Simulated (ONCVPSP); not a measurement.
# C: the cost of one run

Method: ONCVPSP 4.0.1.1 (patched build), PBE, scalar-relativistic.

## Step 1: The atom and the settings

Typed settings, in words:

```json
{"element": "carbon (C, Z = 6)", "type": "optimised norm-conserving Vanderbilt (ONCV)", "frozen core": "[He]", "valence charge": "4", "reference configuration": "2s2 2p2", "partial waves": "2s: rc 0.90 bohr, ncon 4, nbas 8, qcut 4.6 1/bohr, local; 2p: rc 1.85 bohr, ncon 4, nbas 7, qcut 5.3 1/bohr, 2 projectors, debl 3.1 Ha; d scattering state at 0.13 Ha: rc 1.60 bohr, ncon 3, nbas 6, qcut 5 1/bohr, 3 projectors, debl 3.2 Ha", "local potential": "the s channel", "core correction": "polynomial model core, fcfact 0.75"}
```

The outer shells as boxes (Hund's rule for the drawing; the calculation is spin-unpolarised):

```
[He] core
2s [↑↓]
2p [↑ ][↑ ][  ]
```

An earlier all-electron run gives the scale for the radii.

All-electron outer shells of the reference configuration (PBE, scalar-relativistic, ld1.x):

| shell | level (eV) | outermost node (bohr) | outermost maximum (bohr) |
| --- | --- | --- | --- |
| 1s | -273.38 | – | 0.17 |
| 2s | -13.75 | 0.38 | 1.22 |
| 2p | -5.29 | – | 1.20 |

## Step 2: Generation

The input, C.dat:

```
# ATOM AND REFERENCE CONFIGURATION
# atsym  z   nc   nv     iexc    psfile
  C 6.00    1    2        4      upf
#
#   n    l    f
    1    0    2.00
    2    0    2.00
    2    1    2.00
#
# PSEUDOPOTENTIAL AND OPTIMIZATION
# lmax
    2
#
#   l,   rc,      ep,       ncon, nbas, qcut
    0    0.90    0.00    4    8    4.60
    1    1.85    0.00    4    7    5.30
    2    1.60    0.13    3    6    5.00
#
# LOCAL POTENTIAL
# lloc, lpopt,  rc(5),   dvloc0
    0    5    0.90    0.00
#
# VANDERBILT-KLEINMAN-BYLANDER PROJECTORs
# l, nproj, debl
    0    0    1.80
    1    2    3.10
    2    3    3.20
#
# MODEL CORE CHARGE
# icmod, fcfact, rcfact
    1    0.75    0.00
#
# LOG DERIVATIVE ANALYSIS
# epsh1, epsh2, depsh
   -2.00    5.00    0.02
#
# OUTPUT GRID
# rlmax, drl
    6.00    0.01
#
# TEST CONFIGURATIONS
# ncnf
    4
# nvcnf
#   n    l    f
    2
    2    0    2.00
    2    1    1.00
#
    2
    2    0    2.00
    2    1    0.00
#
    2
    2    0    1.00
    2    1    0.00
#
    2
    2    0    2.00
    2    1    1.50
#
```

Launch:

```bash
$ oncvpsp.x < C.dat > C.out
```

**Question.** How long does this run take on 1 thread of Neoverse-V2, shared host?

About 2.4 s.
